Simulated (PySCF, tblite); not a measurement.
# C7H9N+ (doublet): geometry, infrared bands and EPR parameters

Aim: predict the infrared bands and EPR parameters of C7H9N+ (doublet) (`[NH2+][C@]12C=C[C@H](C=C1)C2`).

Computed with tblite 0.8.0 and PySCF 2.14.0, with density-fitted response routines of our own, on a single molecule in the gas phase. Atoms count from 0, in the outputs and in this text.

## (1) Starting geometry

17 atoms, charge 1, multiplicity 2; geometry from: force field or distance geometry start.

Bonds of the start (Å): N0–C1 1.41, C1–C2 1.50, C2–C3 1.36, C3–C4 1.46, C4–C5 1.50, C5–C6 1.34, C4–C7 1.55, C6–C1 1.48, C7–C1 1.54, N0–H8 1.06, N0–H9 1.03, C2–H10 1.07, C3–H11 1.11, C4–H12 1.08, C5–H13 1.08, C6–H14 1.08, C7–H15 1.09, C7–H16 1.08.

## (2) Relaxing the molecule with GFN2-xTB

Job settings and geometry (Å):

```
{"job": {"kind": "relax", "xc": "GFN2-xTB", "basis": "xTB"}, "charge": 1, "multiplicity": 2}
N      2.071300    -0.530600     0.144300
C      0.685200    -0.265700     0.049100
C     -0.113700    -0.647100     1.256800
C     -1.278600     0.042500     1.171800
C     -1.193700     0.860300    -0.031500
C     -1.163100    -0.079900    -1.194600
C      0.026400    -0.693700    -1.208200
C      0.308900     1.222000     0.007600
H      2.251600    -1.444100     0.660800
H      2.560800    -0.618900    -0.759800
H      0.189000    -1.341000     2.019600
H     -2.115700    -0.024100     1.891300
H     -1.865000     1.703700    -0.104400
H     -1.958900    -0.241600    -1.912400
H      0.415500    -1.354000    -1.963500
H      0.582700     1.667000    -0.944300
H      0.590500     1.757400     0.907600
```

Command:

```
$ OMP_NUM_THREADS=1 python probes_run.py task.json out
```

One launch serves the whole session: the jobs run in the order shown.

**Question.** This job is followed by: GFN2-xTB harmonic vibrations, gas phase; UKS B3LYP, pcH-1 on C H N, non-relativistic, mean-field spin-orbit, GIAO. What will the session give for the following? strongest single infrared mode (GFN2-xTB); zero-point energy (GFN2-xTB); g(iso) (B3LYP); ⟨S²⟩; largest a(iso) (averaged by class).

The runs gave:

| quantity | value |
| --- | --- |
| strongest single infrared mode (GFN2-xTB) | 330 cm⁻¹, 250 km/mol |
| zero-point energy (GFN2-xTB) | 86.8 kcal/mol |
| g(iso) (B3LYP) | 2.00439 |
| ⟨S²⟩ | 0.755 (exact 0.75) |
| largest a(iso) (averaged by class) | 13C on C7, 137.0 MHz |

**Reading.** Relaxing lowered the energy by 0.553 eV in 56 steps; the close pair that moved most is C1–C7, from 1.535 to 1.632 Å. All 45 modes are real, so the xTB geometry is a minimum. The strongest single mode, at 330 cm⁻¹, moves mainly H9 and H8. Unscaled tight-binding wavenumbers are off by several per cent, some by more. Its intensities can rank the bands wrongly. N0 carries the largest spin population, 0.51 e. The isotropic g lies 2.1 ppt above the free-electron value. These values are for one conformer; the search (at its own cheap level) found 1 more, at 0.88 kcal/mol, and measured spectra average over such forms.
